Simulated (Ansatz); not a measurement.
# AlAsH₄ + NH₃: a complex and its separated parts, part 3 of 3

Ansatz 0.2.0, Gaussian basis.

### 18 RPA on PBE/def2-TZVPP

The inputs:

parta/in.yaml

```yaml
crystal:
  periodic: [false, false, false]
  atoms:
    - {symbol: Al, position_ang: [-0.551636, -0.482034, 0.668885]}
    - {symbol: H, position_ang: [0.305688, -1.772836, 1.009518]}
    - {symbol: H, position_ang: [-0.833094, 0.614065, 1.780870]}
    - {symbol: As, position_ang: [-1.301338, -0.105114, -1.608540]}
    - {symbol: H, position_ang: [-1.752214, -1.553527, -1.734521]}
    - {symbol: H, position_ang: [-2.661045, 0.371786, -1.117857]}
basis:
  gaussian: {orbitals: def2-TZVPP}
hamiltonian: {xc: pbe}
correlation: {method: rpa}
```

partb/in.yaml

```yaml
crystal:
  periodic: [false, false, false]
  atoms:
    - {symbol: N, position_ang: [1.454090, 0.599605, 0.297510]}
    - {symbol: H, position_ang: [1.521780, 0.935605, -0.655285]}
    - {symbol: H, position_ang: [1.570136, 1.401789, 0.904411]}
    - {symbol: H, position_ang: [2.247633, -0.009338, 0.454910]}
basis:
  gaussian: {orbitals: def2-TZVPP}
hamiltonian: {xc: pbe}
correlation: {method: rpa}
```

The same command starts each run, in its folder.

Launch:

```
> ansatz run in.yaml --threads 4 --pin off --events-out ev --progress --plain --max-ram 9574MiB
```

Output in parta (excerpt; [...] marks lines left out):

```text
Functional definition: PBE
  name "PBE"
  cite "Perdew, Burke & Ernzerhof, Phys. Rev. Lett. 77, 3865 (1996) doi:10.1103/PhysRevLett.77.3865"
  parent pbe
[...]
872 factors; integrals over basis functions are off by at most 1.1e-3 eV
[...]
mean field -67490.24002153 eV, -2480.2205742633 hartree, gradient 4.0e-6 eV, S^2 0.000000; 0 other end points of the search recorded, 0 dependent functions left out
14 core orbitals not correlated: weight in the atoms' cores, before any rotation towards them, 1.000 or more for the frozen orbitals, at most 0.000 for the correlated occupied ones
reference -67440.97470347 eV, -2478.4101072180 hartree; 11, 11 occupied and 121, 121 virtual orbitals, 872 factors
Total energy: -67458.08663818 eV, -2479.0389592197 hartree
```

partb printed (excerpt; [...] marks lines left out):

```text
[... 4 set-up lines as earlier in the session ...]
[...]
416 factors; integrals over basis functions are off by at most 1.3e-3 eV
[...]
mean field -1537.73151153 eV, -56.5105907370 hartree, gradient 7.3e-6 eV, S^2 0.000000; 0 other end points of the search recorded, 0 dependent functions left out
1 core orbitals not correlated: weight in the atoms' cores, before any rotation towards them, 1.000 or more for the frozen orbitals, at most 0.000 for the correlated occupied ones
reference -1529.64067760 eV, -56.2132580740 hartree; 4, 4 occupied and 68, 68 virtual orbitals, 416 factors
Total energy: -1540.11754570 eV, -56.5982758752 hartree
```

They took 2.6 s (parta), 0.97 s (partb) on 4 threads of Intel Xeon at 2.50GHz, shared host.

### 19 CCSD(T)/def2-TZVPP

Each input of step 18 (parta, partb) changes in the same lines:

```diff
-hamiltonian: {xc: pbe}
-correlation: {method: rpa}
+correlation: {method: ccsd_t}
```

One command serves all of them, each in its own folder.

Launch:

```
> ansatz run in.yaml --threads 4 --pin off --events-out ev --progress --plain --max-ram 9574MiB
```

Output in parta (excerpt; [...] marks lines left out):

```text
Functional definition: HF
  name "HF"
  cite "Fock, Z. Phys. 61, 126 (1930) doi:10.1007/BF01340294"
[... 1 set-up line as earlier in the session ...]
[...]
872 factors; integrals over basis functions are off by at most 1.1e-3 eV
[...]
mean field -67441.99274702 eV, -2478.4475196285 hartree, gradient 3.5e-6 eV, S^2 0.000000; 0 other end points of the search recorded, 0 dependent functions left out
14 core orbitals not correlated: weight in the atoms' cores, before any rotation towards them, 1.000 or more for the frozen orbitals, at most 0.000 for the correlated occupied ones
reference -67441.99274702 eV, -2478.4475196285 hartree; 11, 11 occupied and 121, 121 virtual orbitals, 872 factors
second order -9.81153662 eV of doubles, -0.00000000 eV of singles
cycle   1  -10.18934817 eV  change   -3.8e-1 eV  update   8.0e-2
[...]
cycle   9  -10.60261835 eV  change    7.1e-6 eV  update   2.3e-5
perturbative correction -0.35566672 eV, -0.0130705108 hartree
Total energy: -67452.95103209 eV, -2478.8502291770 hartree
```

Output in partb (excerpt; [...] marks lines left out):

```text
[... 4 set-up lines as earlier in the session ...]
[...]
416 factors; integrals over basis functions are off by at most 1.3e-3 eV
[...]
mean field -1529.85251383 eV, -56.2210429120 hartree, gradient 4.0e-6 eV, S^2 0.000000; 0 other end points of the search recorded, 0 dependent functions left out
1 core orbitals not correlated: weight in the atoms' cores, before any rotation towards them, 1.000 or more for the frozen orbitals, at most 0.000 for the correlated occupied ones
reference -1529.85251383 eV, -56.2210429120 hartree; 4, 4 occupied and 68, 68 virtual orbitals, 416 factors
second order -6.38828095 eV of doubles, -0.00000000 eV of singles
cycle   1  -6.57733716 eV  change   -1.9e-1 eV  update   3.9e-2
[...]
cycle   9  -6.72922892 eV  change    3.3e-6 eV  update   2.3e-6
perturbative correction -0.20701920 eV, -0.0076078152 hartree
Total energy: -1536.78876195 eV, -56.4759453289 hartree
```

Times: 12 s (parta), 1.1 s (partb) on 4 threads of Intel Xeon at 2.50GHz, shared host; peak memory 0.83 GiB.

### 20 Vibrations of AlAsH₄

Input file vib-parta/in.yaml:

```yaml
crystal:
  periodic: [false, false, false]
  atoms:
    - {symbol: Al, position_ang: [-0.551636, -0.482034, 0.668885]}
    - {symbol: H, position_ang: [0.305688, -1.772836, 1.009518]}
    - {symbol: H, position_ang: [-0.833094, 0.614065, 1.780870]}
    - {symbol: As, position_ang: [-1.301338, -0.105114, -1.608540]}
    - {symbol: H, position_ang: [-1.752214, -1.553527, -1.734521]}
    - {symbol: H, position_ang: [-2.661045, 0.371786, -1.117857]}
basis:
  gaussian: {orbitals: def2-TZVP}
hamiltonian: {xc: pbe0, dispersion: d4}
phonons: {temperatures: {t_min: 298.15, t_max: 900, t_step: 200}}
```

Launch:

```
> ansatz run in.yaml --threads 4 --pin off --events-out ev --progress --plain --max-ram 9574MiB
```

The program printed (excerpt; [...] marks lines left out):

```text
[... 5 set-up lines as earlier in the session ...]
[...]
878 factors; their error is unknown
[...]
mean field -67492.74644241 eV, -2480.3126835319 hartree, gradient 8.2e-6 eV, S^2 0.000000; 0 other end points of the search recorded, 0 dependent functions left out
[...]
Atom 3 at    -1.301338    -0.105114    -1.608540 Å, force    -0.002934     0.000142    -0.002143 eV/Å
Atom 4 at    -1.752214    -1.553527    -1.734521 Å, force     0.000561     0.000404    -0.001178 eV/Å
Atom 5 at    -2.661045     0.371786    -1.117857 Å, force     0.000483     0.000096    -0.001173 eV/Å
Dipole moment:    -0.044927    -0.040434     0.060536 e Å
Vibrations: 165.40 338.45 350.84 387.76 601.18 608.39 772.85 980.51 1915.66 1929.77 2205.69 2219.26 cm⁻¹, zero-point energy 0.773399 eV
```

Run time: 62 s. Hardware: 4 threads of Intel Xeon at 2.50GHz, shared host.

Wavenumbers and character of the modes:

```
mode  wavenumber (cm⁻¹)                            character
   1                165                              torsion
   2                338                        Al–As stretch
   3                351                                 bend
   4                388                                 bend
   5                601  wag or twist with out-of-plane bend
   6                608                                 bend
   7                773                                 bend
   8                981               bend with wag or twist
   9               1916                         Al–H stretch
  10               1930                         Al–H stretch
  11               2206                         As–H stretch
  12               2219                         As–H stretch
```

Vibrational sums (real modes only):

```
T (K)  entropy (J/mol/K)  heat capacity (J/mol/K)
  298               29.7                     40.7
  498               54.8                     57.1
  698               76.0                     68.3
  898               94.2                     76.4
```

### 21 Vibrations of NH₃

Input file vib-partb/in.yaml:

```yaml
crystal:
  periodic: [false, false, false]
  atoms:
    - {symbol: N, position_ang: [1.454090, 0.599605, 0.297510]}
    - {symbol: H, position_ang: [1.521780, 0.935605, -0.655285]}
    - {symbol: H, position_ang: [1.570136, 1.401789, 0.904411]}
    - {symbol: H, position_ang: [2.247633, -0.009338, 0.454910]}
basis:
  gaussian: {orbitals: def2-TZVP}
hamiltonian: {xc: pbe0, dispersion: d4}
phonons: {temperatures: {t_min: 298.15, t_max: 900, t_step: 200}}
```

Launch:

```
> ansatz run in.yaml --threads 4 --pin off --events-out ev --progress --plain --max-ram 9574MiB
```

The program printed (excerpt; [...] marks lines left out):

```text
[... 5 set-up lines as earlier in the session ...]
[...]
287 factors; their error is unknown
[...]
mean field -1537.79931152 eV, -56.5130823404 hartree, gradient 1.6e-5 eV, S^2 0.000000; 0 other end points of the search recorded, 0 dependent functions left out
[...]
Atom 1 at     1.521780     0.935605    -0.655285 Å, force    -0.000003     0.000035    -0.000016 eV/Å
Atom 2 at     1.570136     1.401789     0.904411 Å, force     0.000029     0.000050     0.000024 eV/Å
Atom 3 at     2.247633    -0.009338     0.454910 Å, force     0.000027    -0.000003     0.000028 eV/Å
Dipole moment:     0.305706     0.165553    -0.058962 e Å
Vibrations: 1030.98 1669.56 1669.57 3502.34 3631.44 3631.46 cm⁻¹, zero-point energy 0.938272 eV
```

It took 4.1 s on 4 threads of Intel Xeon at 2.50GHz, shared host.

The modes, with what each moves most:

```
mode  wavenumber (cm⁻¹)    character
   1               1031         bend
   2               1670         bend
   3               1670         bend
   4               3502  N–H stretch
   5               3631  N–H stretch
   6               3631  N–H stretch
```

Vibrational sums (real modes only):

```
T (K)  entropy (J/mol/K)  heat capacity (J/mol/K)
  298                0.4                      1.8
  498                2.6                      7.4
  698                6.0                     13.4
  898               10.0                     18.8
```

### 22 Complex less separated parts

The complex's own energies come from single points at the same levels.

Rows are in def2-TZVPP; times add the 3 runs of a level on a shared host, so small differences are noise.

Differences are taken before rounding.

```
      method                    rung  complex less parts (kJ/mol)  from CCSD(T) (kJ/mol)     time
       SPW92                     LDA                       -144.8                  -22.6    3.2 s
      PBE-D4                     GGA                       -121.5                   +0.6    4.6 s
     BLYP-D4                     GGA                       -111.8                  +10.4    4.5 s
   r2SCAN-D4                meta-GGA                       -127.4                   -5.3    7.9 s
      B97M-V                meta-GGA                       -122.1                    0.0     14 s
     PBE0-D4                  hybrid                       -127.1                   -5.0    6.3 s
    B3LYP-D4                  hybrid                       -118.3                   +3.9    6.7 s
  r2SCAN0-D4                  hybrid                       -130.6                   -8.5     11 s
    BHLYP-D4                  hybrid                       -125.4                   -3.3    6.8 s
CAM-B3LYP-D4  range-separated hybrid                       -123.5                   -1.4    8.7 s
     wB97X-V  range-separated hybrid                       -125.2                   -3.0     17 s
     wB97M-V  range-separated hybrid                       -123.6                   -1.5     18 s
      B2PLYP           double hybrid                       -114.3                   +7.9     12 s
    PBE-QIDH           double hybrid                       -127.5                   -5.4     13 s
  RPA on PBE                     RPA                       -113.9                   +8.2    9.6 s
Hartree-Fock            wavefunction                       -107.8                  +14.4         
         MP2            wavefunction                       -124.1                   -1.9         
        CCSD            wavefunction                       -120.0                   +2.1         
     CCSD(T)            wavefunction                       -122.1                      0  1.8 min
```

Among the levels timed on like hardware and quicker than the yardstick, those that no quicker one beats, quickest first: SPW92 (3.2 s, -22.6 kJ/mol); BLYP-D4 (4.5 s, +10.4 kJ/mol); PBE-D4 (4.6 s, +0.6 kJ/mol); B97M-V (14 s, 0.0 kJ/mol).

For cost: B97M-V gets within 0.0 kJ/mol in 14 s, where CCSD(T) took 1.8 min; the quickest level in the cost chart, SPW92, takes 3.2 s and misses by 22.6 kJ/mol.

The complex's zero-point energy, from a separate PBE0-D4 run, is 1.851 eV.

### 23 What came out

The summary covers parts 1 to 3.

| quantity | value |
| --- | --- |
| complex less parts, CCSD(T)/def2-TZVPP | -122.1 kJ/mol |
| with zero-point energy | -108.7 kJ/mol |
| largest T1 diagnostic | 0.011 |

**Reading.** At CCSD(T) the complex lies 122.1 kJ/mol below its parts. The functionals run from B97M-V, off by 0.0 kJ/mol, to SPW92, off by -22.6 kJ/mol, against CCSD(T). Mean unsigned error by rung: LDA 22.6, GGA 5.5, meta-GGA 2.7, hybrid 5.2, range-separated hybrid 2.0, double hybrid 6.6 kJ/mol. The double hybrids carry no dispersion term here, unlike the levels marked D4 or V. PBE-D4 gives a relative energy 0.6 kJ/mol too high, inside chemical accuracy (1 kcal/mol, 4.2 kJ/mol). The complex's frequency run has imaginary modes: the structure is no minimum, so both the energy and the zero-point correction are in doubt. No counterpoise was applied, and triple zeta lacks some correlation, so the CCSD(T) reference has a basis error of its own, and close matches with it are partly luck.
